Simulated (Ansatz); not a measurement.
Write a Python script for Ansatz 0.2.0 through its Python package that makes a rigid torsion scan of CH₄AlClOSi, SMILES [AlH2][CH]1O[SiH]1Cl. Settings (for the species named): CAM-B3LYP, def2-SVP basis, multiplicity 1.

```yaml
atoms:
  - { symbol: Al, position_ang: [1.0744, 0.3411, 1.4316] }
  - { symbol: C, position_ang: [-0.6410, 0.1057, 0.3612] }
  - { symbol: O, position_ang: [-0.7832, -1.1904, -0.0645] }
  - { symbol: Si, position_ang: [-0.2798, -0.1659, -1.4388] }
  - { symbol: Cl, position_ang: [-2.0499, -0.0228, -2.6667] }
  - { symbol: H, position_ang: [2.1409, 1.4173, 0.8944] }
  - { symbol: H, position_ang: [1.2870, -0.4355, 2.7713] }
  - { symbol: H, position_ang: [-1.5866, 0.5451, 0.6361] }
  - { symbol: H, position_ang: [0.9267, -0.6409, -1.9418] }
```

Script `run_torsion.py`:
```python
"""Energy of CH4AlClOSi as one group turns about a bond."""

import ansatz as az
from ase import Atoms


def main() -> None:
    atoms = Atoms(["Al", "C", "O", "Si", "Cl", "H", "H", "H", "H"], positions=[
        [1.0744, 0.3411, 1.4316],
        [-0.641, 0.1057, 0.3612],
        [-0.7832, -1.1904, -0.0645],
        [-0.2798, -0.1659, -1.4388],
        [-2.0499, -0.0228, -2.6667],
        [2.1409, 1.4173, 0.8944],
        [1.287, -0.4355, 2.7713],
        [-1.5866, 0.5451, 0.6361],
        [0.9267, -0.6409, -1.9418],
    ])

    # start the scan from a relaxed geometry
    first = (
        az.Crystal.molecule_from_ase(atoms).calculation()
        .basis(gaussian="def2-SVP")
        .functional("cam_b3lyp")
        .relax(force_tolerance=0.02, max_steps=80)
    )
    atoms.positions = first.run().report["positions_ang"]

    start = atoms.get_dihedral(2, 1, 0, 5)
    energies = {}
    for turn in range(0, 360, 40):
        turned = atoms.copy()
        turned.set_dihedral(2, 1, 0, 5, start + turn, indices=[0, 5, 6])
        job = (
            az.Crystal.molecule_from_ase(turned).calculation()
            .basis(gaussian="def2-SVP")
            .functional("cam_b3lyp")
        )
        energies[round((start + turn) % 360)] = job.run().report["free_energy_ev"]
    floor = min(energies.values())
    print("dihedral O2-C1-Al0-H5 (deg)   E - E(min) (eV)")
    for angle, e in sorted(energies.items()):
        print(f"{angle:8d} {(e - floor):14.3f}  " + "#" * int(30 * (e - floor) / max(max(energies.values()) - floor, 1e-9)))


if __name__ == "__main__":
    main()
```

Output of `python run_torsion.py`:
```text
dihedral O2-C1-Al0-H5 (deg)   E - E(min) (eV)
      37          0.025  #####
      77          0.113  #######################
     117          0.138  ############################
     157          0.056  ###########
     197          0.000
     237          0.060  ############
     277          0.143  ##############################
     317          0.105  #####################
     357          0.024  #####
```

The lowest point is at 197° and the highest at 277°, 0.143 eV (13.8 kJ/mol) above it, with the rest of the molecule held.

The scan is rigid and the energies are electronic, in a modest basis. With rigid groups the curve can differ much from the relaxed path, the start wasn't checked as a minimum of this torsion, and equivalent turns needn't return to the same energy. Hardware and time: 3.3 min on 1 thread of Intel(R) Xeon(R) Processor @ 2.30GHz, with other jobs on the host, peak memory 0.39 GiB.
